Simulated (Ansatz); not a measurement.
Born–Oppenheimer molecular dynamics of a periodic cell of 40 atoms, Rb2AgPdF6 (host Rb2AgPdF6, host structure Fm-3m). It goes on from the last frame of an earlier run, with new velocities.

These are results of DFT r2SCAN-D3(BJ), scalar-relativistic, plane waves, PAW (Ansatz), not measurements. Settings: cutoff 500 eV, k mesh 1x1x1, fermi-dirac smearing 0.05 eV, no spin polarisation.

```json
{"ensemble": "NVE (velocity Verlet)", "time step": "2 fs", "steps asked": "160", "starting velocities drawn for": "800 K", "seed": "140268"}
```

Frames 4 fs apart, positions in Å.

Velocities at 120 fs (Å/ps):

```
Rb 2.94 0.57 -3.44
Rb -0.24 -0.80 -1.29
Ag 3.78 0.67 2.06
Pd -3.56 -0.79 -2.42
F -0.67 6.48 4.14
F 0.70 -8.38 4.04
F -7.92 11.44 0.79
F 0.30 -2.64 2.33
F -7.87 2.84 2.18
F -6.25 -6.81 -10.66
Rb 1.36 0.38 1.57
Rb -0.95 -2.85 -0.53
Ag -0.52 -2.40 1.39
Pd 0.93 0.40 2.27
F -6.47 3.27 -0.26
F 3.60 -3.85 6.00
F -3.13 1.24 -4.05
F -0.80 -1.42 2.09
F 4.46 6.19 -2.29
F -0.22 -11.33 -3.27
Rb -0.67 1.32 0.10
Rb 0.52 1.59 -0.06
Ag -1.27 -2.05 -4.40
Pd -4.08 4.37 -0.72
F 10.54 -4.35 2.48
F -2.95 0.76 4.82
F -3.84 6.28 3.69
F -1.18 -1.81 -1.51
F 3.73 2.52 1.95
F 6.12 -6.49 5.89
Rb 2.28 -3.97 -0.85
Rb -0.78 -0.04 -1.60
Ag 1.85 1.54 -1.65
Pd 0.44 1.62 5.26
F 0.11 0.82 -2.45
F -4.74 1.28 -2.53
F 4.33 -1.45 -1.20
F -10.43 -2.45 4.62
F 12.98 8.07 3.66
F 2.83 -1.76 -2.85
```

```xyz
40
Lattice="8.6883 0.0544 0.1036 0.0544 8.6427 -0.0699 0.1036 -0.0699 8.7315" Properties=species:S:1:pos:R:3 time_fs=120 energy_less_start_eV=1.096 T=583
Rb 2.235 2.219 1.941
Rb 6.789 6.438 6.557
Ag 4.554 4.236 4.182
Pd 0.096 0.131 -0.070
F 4.453 4.390 1.897
F 6.872 4.800 4.079
F 4.422 4.032 6.519
F 4.188 2.172 4.185
F 4.515 6.407 4.013
F 2.439 4.184 4.131
Rb 6.444 6.536 1.916
Rb 2.396 2.090 6.495
Ag 0.197 0.032 4.264
Pd 4.271 4.547 -0.227
F 0.416 0.289 1.732
F 2.258 0.026 4.681
F -0.300 -0.195 6.748
F 0.471 6.436 4.337
F -0.227 2.321 4.048
F 6.439 -0.071 4.063
Rb 6.639 2.224 6.850
Rb 2.084 6.027 2.025
Ag -0.020 4.526 -0.101
Pd 4.381 -0.012 4.425
F 0.174 4.450 6.202
F 2.319 4.612 -0.367
F 0.183 4.188 2.151
F -0.035 2.393 -0.484
F 0.549 6.667 0.160
F 6.299 4.551 -0.075
Rb 2.458 6.277 6.486
Rb 6.376 2.259 2.241
Ag 4.370 0.194 -0.019
Pd 0.200 4.395 4.158
F 4.803 0.183 6.374
F 6.458 0.214 0.321
F 4.101 0.111 2.376
F 4.239 6.562 -0.113
F 4.487 2.450 -0.192
F 2.256 0.196 -0.386
40
Lattice="8.6883 0.0544 0.1036 0.0544 8.6427 -0.0699 0.1036 -0.0699 8.7315" Properties=species:S:1:pos:R:3 time_fs=124 energy_less_start_eV=0.907 T=620
Rb 2.247 2.221 1.928
Rb 6.788 6.435 6.551
Ag 4.570 4.239 4.190
Pd 0.081 0.127 -0.081
F 4.449 4.417 1.913
F 6.870 4.765 4.097
F 4.391 4.082 6.519
F 4.191 2.159 4.196
F 4.484 6.420 4.025
F 2.409 4.156 4.089
Rb 6.449 6.537 1.923
Rb 2.392 2.079 6.493
Ag 0.194 0.022 4.269
Pd 4.276 4.548 -0.217
F 0.391 0.303 1.740
F 2.278 0.011 4.705
F -0.310 -0.189 6.731
F 0.468 6.429 4.344
F -0.207 2.346 4.041
F 6.439 -0.116 4.051
Rb 6.636 2.229 6.850
Rb 2.087 6.035 2.025
Ag -0.025 4.517 -0.119
Pd 4.364 0.006 4.421
F 0.215 4.432 6.211
F 2.304 4.612 -0.346
F 0.167 4.215 2.166
F -0.039 2.383 -0.487
F 0.559 6.677 0.165
F 6.324 4.526 -0.052
Rb 2.467 6.262 6.481
Rb 6.373 2.259 2.234
Ag 4.378 0.201 -0.025
Pd 0.202 4.401 4.179
F 4.801 0.184 6.365
F 6.442 0.219 0.310
F 4.118 0.104 2.373
F 4.198 6.555 -0.095
F 4.536 2.482 -0.176
F 2.267 0.189 -0.397
40
Lattice="8.6883 0.0544 0.1036 0.0544 8.6427 -0.0699 0.1036 -0.0699 8.7315" Properties=species:S:1:pos:R:3 time_fs=128 energy_less_start_eV=0.710 T=659
Rb 2.259 2.224 1.914
Rb 6.786 6.432 6.545
Ag 4.585 4.244 4.197
Pd 0.065 0.124 -0.096
F 4.443 4.446 1.925
F 6.862 4.725 4.117
F 4.362 4.138 6.512
F 4.200 2.143 4.209
F 4.452 6.434 4.043
F 2.369 4.129 4.051
Rb 6.455 6.540 1.930
Rb 2.388 2.068 6.490
Ag 0.189 0.013 4.274
Pd 4.283 4.546 -0.205
F 0.368 0.318 1.764
F 2.305 -0.004 4.729
F -0.316 -0.181 6.715
F 0.464 6.422 4.350
F -0.183 2.372 4.037
F 6.439 -0.158 4.040
Rb 6.634 2.234 6.848
Rb 2.092 6.043 2.026
Ag -0.029 4.509 -0.138
Pd 4.348 0.023 4.414
F 0.256 4.416 6.220
F 2.282 4.604 -0.321
F 0.149 4.244 2.180
F -0.041 2.367 -0.486
F 0.559 6.687 0.164
F 6.352 4.502 -0.031
Rb 2.476 6.248 6.476
Rb 6.370 2.259 2.228
Ag 4.384 0.206 -0.032
Pd 0.205 4.405 4.201
F 4.796 0.181 6.356
F 6.434 0.222 0.299
F 4.136 0.095 2.373
F 4.159 6.553 -0.079
F 4.579 2.514 -0.156
F 2.278 0.182 -0.406
40
Lattice="8.6883 0.0544 0.1036 0.0544 8.6427 -0.0699 0.1036 -0.0699 8.7315" Properties=species:S:1:pos:R:3 time_fs=132 energy_less_start_eV=0.585 T=684
Rb 2.272 2.226 1.901
Rb 6.784 6.429 6.538
Ag 4.600 4.249 4.205
Pd 0.048 0.121 -0.112
F 4.435 4.475 1.935
F 6.846 4.683 4.142
F 4.336 4.199 6.500
F 4.214 2.126 4.225
F 4.422 6.451 4.066
F 2.323 4.103 4.016
Rb 6.460 6.542 1.937
Rb 2.383 2.059 6.488
Ag 0.182 0.004 4.279
Pd 4.292 4.542 -0.192
F 0.345 0.333 1.798
F 2.337 -0.019 4.752
F -0.317 -0.172 6.700
F 0.459 6.414 4.354
F -0.155 2.398 4.037
F 6.437 -0.197 4.033
Rb 6.632 2.239 6.845
Rb 2.099 6.053 2.029
Ag -0.033 4.501 -0.157
Pd 4.334 0.039 4.405
F 0.294 4.399 6.228
F 2.256 4.590 -0.292
F 0.128 4.276 2.194
F -0.042 2.345 -0.479
F 0.548 6.697 0.157
F 6.381 4.480 -0.012
Rb 2.484 6.235 6.470
Rb 6.368 2.258 2.221
Ag 4.390 0.212 -0.038
Pd 0.209 4.408 4.221
F 4.788 0.176 6.349
F 6.433 0.224 0.288
F 4.153 0.084 2.376
F 4.124 6.555 -0.064
F 4.615 2.542 -0.134
F 2.288 0.176 -0.414
40
Lattice="8.6883 0.0544 0.1036 0.0544 8.6427 -0.0699 0.1036 -0.0699 8.7315" Properties=species:S:1:pos:R:3 time_fs=136 energy_less_start_eV=0.566 T=688
Rb 2.284 2.229 1.888
Rb 6.781 6.427 6.531
Ag 4.614 4.256 4.212
Pd 0.031 0.119 -0.128
F 4.427 4.503 1.943
F 6.825 4.640 4.171
F 4.313 4.263 6.484
F 4.232 2.110 4.242
F 4.392 6.470 4.095
F 2.275 4.079 3.987
Rb 6.465 6.545 1.946
Rb 2.379 2.050 6.485
Ag 0.174 -0.004 4.284
Pd 4.303 4.538 -0.176
F 0.323 0.348 1.835
F 2.370 -0.032 4.774
F -0.313 -0.162 6.684
F 0.453 6.406 4.357
F -0.124 2.422 4.041
F 6.434 -0.231 4.028
Rb 6.630 2.244 6.841
Rb 2.107 6.065 2.033
Ag -0.036 4.492 -0.175
Pd 4.322 0.054 4.394
F 0.329 4.384 6.238
F 2.227 4.569 -0.261
F 0.106 4.309 2.207
F -0.042 2.317 -0.468
F 0.527 6.708 0.144
F 6.412 4.461 0.004
Rb 2.492 6.224 6.463
Rb 6.367 2.257 2.215
Ag 4.395 0.217 -0.044
Pd 0.213 4.410 4.241
F 4.776 0.167 6.343
F 6.439 0.224 0.276
F 4.168 0.072 2.380
F 4.092 6.560 -0.051
F 4.643 2.567 -0.111
F 2.298 0.171 -0.420
```

Of the whole run (320 fs, mean temperature of the second half 673 K): The conserved energy stayed within 0.064 meV per atom of its start (net change 0.035 meV per atom), so the integration is sound. A run of 0.32 ps of so small a system gives no equilibrium averages. Limits of this set-up: coarse k mesh.

Time of the run: 19 min on 4 threads of Intel(R) Xeon(R) 6975P-C (Granite Rapids), on a shared host, peak memory 1.9 GiB.
